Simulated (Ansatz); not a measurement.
# CHAlClN: basis-set convergence

An exercise on one series of results from a longer session: the logs are not shown, and one member is left open.

Program: Ansatz 0.2.0, Gaussian basis. Level of theory: one geometry, several basis sets. These are calculated values, not measurements.

The runs, in order: PBE0-D4/def2-SVP; ωB97M-V/def2-SVP; PBE0-D4/def2-QZVPP; ωB97M-V/def2-QZVPP; CCSD(T)/cc-pV(D+d)Z; CCSD(T)/cc-pV(T+d)Z; CCSD(T)/cc-pV(Q+d)Z; the functionals' def2-TZVPP values are taken from earlier runs.

## The relaxed structure

The geometry comes from an earlier relaxation with PBE0-D4 in a triple-zeta def2 set; it is a stationary point.

SMILES `N#[C][AlH][Cl]`, 5 atoms, charge 0, spin multiplicity 1.

Atoms are counted from 1 here; the program's logs count them from 0.

Bond lengths: N1–C2 1.154 Å, C2–Al3 1.926 Å, Al3–Cl4 2.075 Å, Al3–H5 1.562 Å. Angles: N1–C2–Al3 178.5°, C2–Al3–Cl4 116.0°, C2–Al3–H5 121.2°, Cl4–Al3–H5 122.8°.

Coordinates:

```xyz
5

N     1.4583   -1.4593    1.2948
C     0.7902   -0.7486    0.6789
Al   -0.2915    0.4743   -0.3425
Cl   -2.0692   -0.2902   -1.0928
H     0.1621    1.9503   -0.5797
```

Set-up of the first run:

File in.yaml:

```yaml
crystal:
  periodic: [false, false, false]
  atoms:
    - {symbol: N, position_ang: [1.458314, -1.459341, 1.294764]}
    - {symbol: C, position_ang: [0.790187, -0.748623, 0.678947]}
    - {symbol: Al, position_ang: [-0.291530, 0.474322, -0.342548]}
    - {symbol: Cl, position_ang: [-2.069164, -0.290215, -1.092813]}
    - {symbol: H, position_ang: [0.162092, 1.950257, -0.579748]}
basis:
  gaussian: {orbitals: def2-SVP}
hamiltonian: {xc: pbe0, dispersion: d4}
output: {orbitals: {seedname: orbitals}}
```

Command:

```bash
$ ansatz run in.yaml --threads 2 --pin off --events-out ev --progress --plain --max-ram 22528MiB --backend cpu
```

Among the steps run: PBE0-D4 in def2-SVP; ωB97M-V in def2-SVP; PBE0-D4 in def2-QZVPP; ωB97M-V in def2-QZVPP.

One of the session's tables, all rows but one given; the rest of the session is left out.

| functional | basis | HOMO (eV) | LUMO (eV) |
| --- | --- | --- | --- |
| PBE0-D4 | def2-SVP | -9.49 | -2.36 |
| PBE0-D4 | def2-TZVPP | -9.62 | -2.45 |
| PBE0-D4 | def2-QZVPP | ? | ? |
| ωB97M-V | def2-SVP | -11.70 | -0.52 |
| ωB97M-V | def2-TZVPP | -11.89 | -0.69 |
| ωB97M-V | def2-QZVPP | -11.92 | -0.76 |

**Question.** Estimate the row for PBE0-D4, def2-QZVPP.

As computed: HOMO (eV): -9.64; LUMO (eV): -2.48. In the column «HOMO (eV)» it lies between ωB97M-V, def2-SVP (-11.70) and PBE0-D4, def2-TZVPP (-9.62).
